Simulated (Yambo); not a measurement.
# MgO (Fm-3m) in Yambo: notebook, part 2 of 2

Yambo 5.3.0. The steps go on from the part before.

### Step 5. Optical spectrum, PBEsol

Contents of optics7.in:

```
optics
chi
Chimod= "IP"
% BndsRnXd
 1 | 38 |
%
% LongDrXd
 0 | 0 | 1 |
%
% QpntsRXd
 1 | 1 |
%
% EnRngeXd
 0 | 10 | eV
%
% DmRngeXd
 0.2 | 0.2 | eV
%
ETStpsXd= 300
Gauge= "velocity"
```

Contents of scf.in:

```
&CONTROL
  calculation = 'scf'
  prefix = 'pwscf'
  outdir = './tmp'
  pseudo_dir = './pseudo'
/
&SYSTEM
  ibrav = 0
  nat = 2
  ntyp = 2
  ecutwfc = 84
  nbnd = 14
  occupations = 'smearing'
  smearing = 'fd'
  degauss = 0.00367493
  force_symmorphic = .true.
/
&ELECTRONS
  conv_thr = 4d-10
  electron_maxstep = 120
  mixing_beta = 0.5
/
ATOMIC_SPECIES
Mg    24.3050 Mg.upf
O     15.9990 O.upf
CELL_PARAMETERS angstrom
   0.0000000000    2.0970013927    2.0970013927
   2.0970013927    0.0000000000    2.0970013927
   2.0970013927    2.0970013927    0.0000000000
ATOMIC_POSITIONS crystal
Mg     0.0000000000    0.0000000000    0.0000000000
O      0.5000000000    0.5000000000    0.5000000000
K_POINTS automatic
20 20 20 0 0 0
```

Contents of nscf.in:

```
&CONTROL
  calculation = 'nscf'
  prefix = 'pwscf'
  outdir = './tmp'
  pseudo_dir = './pseudo'
/
&SYSTEM
  ibrav = 0
  nat = 2
  ntyp = 2
  ecutwfc = 84
  nbnd = 38
  occupations = 'fixed'
  force_symmorphic = .true.
/
&ELECTRONS
  conv_thr = 1d-08
  diago_full_acc = .true.
  diago_thr_init = 1d-06
/
ATOMIC_SPECIES
Mg    24.3050 Mg.upf
O     15.9990 O.upf
CELL_PARAMETERS angstrom
   0.0000000000    2.0970013927    2.0970013927
   2.0970013927    0.0000000000    2.0970013927
   2.0970013927    2.0970013927    0.0000000000
ATOMIC_POSITIONS crystal
Mg     0.0000000000    0.0000000000    0.0000000000
O      0.5000000000    0.5000000000    0.5000000000
K_POINTS automatic
20 20 20 0 0 0
```

Potentials or basis: PseudoDojo 0.4.1 SR PBEsol standard.

Command:

```
$ OMP_NUM_THREADS=1 pw.x -in scf.in > scf.out
$ OMP_NUM_THREADS=1 pw.x -in nscf.in > nscf.out
$ cd tmp/pwscf.save; p2y; mv SAVE ../..; cd ../..
$ OMP_NUM_THREADS=1 yambo
$ OMP_NUM_THREADS=1 yambo -F optics7.in -J optics7 -C optics7_out
```

Yambo's report:

```text
[... sections 02.01 to 02.04 as in the set-up run ...]

  [02.05] Energies & Occupations
  ==============================

  [X] === General ===
  [X] Electronic Temperature                        :  0.000000  0.000000 [eV K]
  [X] Bosonic    Temperature                        :  0.000000  0.000000 [eV K]
  [X] Finite Temperature mode                       : no
  [X] El. density                                   :  0.86755E+24 [cm-3]
  [X] Fermi Level                                   :  8.095656 [eV]

  [X] === Gaps and Widths ===
  [X] Conduction Band Min                           :  4.790729 [eV]
  [X] Valence Band Max                              :  0.000000 [eV]
  [X] Filled Bands                                  :   8
  [X] Empty Bands                                   :    9   38
  [X] Direct Gap                                    :  4.790729 [eV]
  [X] Direct Gap localized at k                     :  1
  [X] Indirect Gap                                  :  4.790729 [eV]
  [X] Indirect Gap between kpts                     :  1  1
  [X] Last valence band width                       :  1.803592 [eV]
  [X] 1st conduction band width                     :  6.827879 [eV]

 [03] Transferred momenta grid and indexing
 ==========================================

 IBZ Q-points                                      :  256
 BZ  Q-points                                      :   8000

 K/Q-points units:
 rlu = crystal or reduced units; cc = cartesian coordinates; iku = interal k-units

 Q [  1]        [rlu]:  0.000000  0.000000  0.000000
 Q [  2]        [rlu]: -0.17084E-17 -0.17084E-17  0.50000E-01
 Q [  3]        [rlu]: -0.34168E-17 -0.34168E-17  0.10000
 Q [  4]        [rlu]: -0.13397E-17 -0.13397E-17  0.15000
 Q [  5]        [rlu]: -0.32061E-17 -0.32061E-17  0.20000
 Q [  6]        [rlu]: -0.65702E-17 -0.65702E-17  0.25000
[... 42 lines left out ...]
 Q [ 49]        [rlu]: -0.95952E-18  0.15000      0.20000
 Q [ 50]        [rlu]: -0.16030E-17  0.15000      0.25000

 Remaining 206 points informations can be written running with -fatlog

 [04] Dipoles
 ============

  [04.01] Setup: observables and procedures
  =========================================

  [WF-Oscillators/G space/Transverse up loader] Normalization (few states)  min/max  :  0.14873E-16   1.0000

  [WR./optics7//ndb.dipoles]------------------------------------------------------
   Brillouin Zone Q/K grids (IBZ/BZ)                :    256   8000    256   8000
   RL vectors                                       :  2229 [WF]
   Fragmentation                                    : yes
   Electronic Temperature                           :  0.000000 [K]
   Bosonic    Temperature                           :  0.000000 [K]
   DIP band range                                   :    1   38
   DIP band range limits                            :   8   9
   DIP e/h energy range                             : -1.000000 -1.000000 [eV]
   RL vectors in the sum                            :  2229
   [r,Vnl] included                                 : yes
   Bands ordered                                    : yes
   Direct v evaluation                              : no
   Approach used                                    : G-space v
   Dipoles computed                                 : R V P [G-space]
   Wavefunctions                                    : Perdew, Burke & Ernzerhof SOL(X)+Perdew, Burke & Ernzerhof SOL(C)

  [WARNING] [r,Vnl^pseudo] included in position and velocity dipoles.

  [WARNING] In case H contains other non local terms, these are neglected

 [05] Optics
 ===========

 [X-CG] R(p) Tot o/o(of R):    51204  1920000      100
```

Wall time 89 s (1 thread of Intel Xeon 6975P-C (Granite Rapids), shared host); peak memory 0.45 GiB.

Results:

* Band gap on the k mesh, mean-field level: 4.79 eV, direct
* Absorption peak: 9.00 eV
* Electronic dielectric constant along the field: 3.27

Dielectric function (along the field direction of the input):
```tsv
energy (eV)	real part	imaginary part
0.27	3.27	0.04
0.60	3.28	0.04
0.94	3.29	0.04
1.27	3.30	0.04
1.61	3.32	0.04
1.94	3.35	0.05
2.27	3.39	0.05
2.61	3.43	0.05
2.94	3.48	0.06
3.28	3.54	0.06
3.61	3.62	0.07
3.95	3.72	0.09
4.28	3.85	0.12
4.62	4.04	0.19
4.95	4.22	0.42
5.28	4.24	0.64
5.62	4.20	0.74
5.95	4.20	1.00
6.29	4.23	0.98
6.62	4.28	1.19
6.96	4.28	1.24
7.29	4.44	1.44
7.63	4.51	1.58
7.96	4.69	1.91
8.29	4.79	2.47
8.63	4.39	3.17
8.96	3.82	3.31
9.30	3.48	3.12
9.63	3.32	2.91
10.00	3.32	3.15
```

Caveat: independent-particle spectra lack excitons. A hybrid or GW would open this gap; PBEsol tends to underestimate it.

### Step 6. Summary

```csv
direction of the field or of q to 0,broadening,kernel,top of the energy range,energy points,other keys,gap on the mesh (eV)
x,0.1 eV,Hartree (RPA with local fields),20 eV,150,-,4.79
x + y,0.05 eV,long-range correction,20 eV,200,"several, not listed",4.79
x + y,0.1 eV,none (independent particles),20 eV,300,"several, not listed",4.79
z,0.2 eV,none (independent particles),10 eV,300,"several, not listed",4.79
```

Alike in all rows: task optical spectrum; level PBEsol; potentials or basis PseudoDojo 0.4.1 SR PBEsol standard; no spin polarisation; cell as given; k mesh 20 × 20 × 20; cutoff (eV) 1143; smearing fixed.

Caveats: independent-particle spectra lack excitons (some runs); these spectra lack excitons (some runs); the long-range kernel's strength is typed, not fitted to the crystal's screening (some runs).

Total energies depend on the potentials used, so only differences within one code and one set of settings carry meaning.

### Step 7. How close it comes

Step 2. Against the measured gap of MgO, 7.83 eV (quoted in “Electronic structure of alkaline earth and post-transition metal oxides”, 2009, arxiv:0908.1581), the calculated 4.79 eV is off by -3.04 eV. The value is that of PBEsol on a finite k mesh, which can miss the band edges, without temperature or zero-point motion. Semilocal functionals fall short of measured gaps as a rule. The cell is a database's relaxed one, not the measured one, which moves gaps too.
